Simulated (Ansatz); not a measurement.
**BeH+ (singlet): wave-function methods side by side at distance Be1–H2 = 1.068 Å, cc-pVQZ**

One table from this session's results is given with a row withheld; the runs are named, their logs left out.

Method: cc-pVQZ, core rule «outside noble gas», up to 1 orbitals frozen; program: Ansatz 0.2.0, Gaussian basis.

Plan: UHF; CCSD(T) on RHF; BCCD(T) on RHF; Full CI.

41 further runs of the same task are left out: 21 for a known fault of the program, 15 that didn't finish, 5 set aside as unsound or not needed. Runs told in other sessions of the task aren't counted.

### The geometry

The geometry derives from a PBE0/def2-TZVP stationary point (not a proven minimum). One bond is set to the value named and the two fragments are kept rigid.

2 atoms, charge 1, spin multiplicity 1.

Atoms are counted from 1 here; the program's logs count them from 0.

Bond lengths: Be1–H2 1.068 Å.

The first run:

Input file in.yaml:

```yaml
crystal:
  periodic: [false, false, false]
  atoms:
    - {symbol: Be, position_ang: [0.000000, 0.000000, 0.000000]}
    - {symbol: H, position_ang: [0.000000, 0.000000, 1.068000]}
basis:
  gaussian: {orbitals: cc-pVQZ}
total_charge: 1
magnetization: {spin_polarized: true, initial_magnetization: 0}
hamiltonian: {xc: hf}
output: {orbitals: {seedname: orbitals}}
```

Started as:

```console
ansatz run in.yaml --threads 1 --pin off --events-out ev --progress --plain --max-ram 2393MiB
```

Steps of the session up to this table: UHF; CCSD(T) on RHF; BCCD(T) on RHF; Full CI.

One of the session's tables, all rows but one given; the rest of the session is left out.

| method | from FCI (meV) |
| --- | --- |
| RHF | +1064.4 |
| RMP2 | ? |
| RCCSD | 0.0 |
| RCCSD(T) | 0.0 |
| BCCD(T) | 0.0 |
| FCI | 0 |

Q: Estimate the row for RMP2 from the others.

As computed: from FCI (meV): +204.1. In the column «from FCI (meV)» it lies between FCI (0) and RHF (+1064.4).
